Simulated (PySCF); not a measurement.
# GeH8Si2 (Ge(SiH3)2H2): the cost of one run

Computed with PySCF 2.14.0, with density-fitted response routines of our own, on a single molecule in the gas phase. Atoms count from 0, in the outputs and in this text.

### Step 1. The starting structure

11 atoms, charge 0, multiplicity 1; geometry from: GFN2-xTB. The atoms were then displaced at random by about 0.03 Å, so the start is not that level's minimum.

Bonds of the start (Å): Ge0–Si1 2.34, Ge0–Si5 2.29, Ge0–H9 1.60, Ge0–H10 1.51, Si1–H2 1.44, Si1–H3 1.35, Si1–H4 1.45, Si5–H6 1.50, Si5–H7 1.50, Si5–H8 1.40.

### Step 2. Optimising the geometry at PBE0-D3(BJ)/def2-SVP

Job settings and geometry (Å):

```
{"job": {"xc": "PBE0", "basis": "def2-SVP", "d3": "d3bj", "grid": 1, "maxiter": 40, "shake": 0.03, "kind": "geom"}, "charge": 0, "multiplicity": 1}
Ge    -0.566050    -0.074200    -0.433850
Si    -0.935470    -0.031870     1.871920
H     -0.438070    -1.261280     2.423130
H     -2.225010     0.090240     2.258580
H     -0.208630     1.082630     2.458090
Si     1.460800     0.029790    -1.492110
H      2.238890    -1.213380    -1.158530
H      2.312150     1.167930    -1.024400
H      1.371850     0.127290    -2.883690
H     -1.448110     1.147100    -0.982520
H     -1.464280    -1.149750    -1.005730
```

Launch:

```sh
OMP_NUM_THREADS=1 python probes_run.py task.json out
```

One launch serves the whole session: the jobs run in the order shown.

Q: Estimate the wall time and peak memory of this first job on 1 thread of Arm Neoverse V2, shared host.

About 33 s, with a peak of 0.42 GiB.
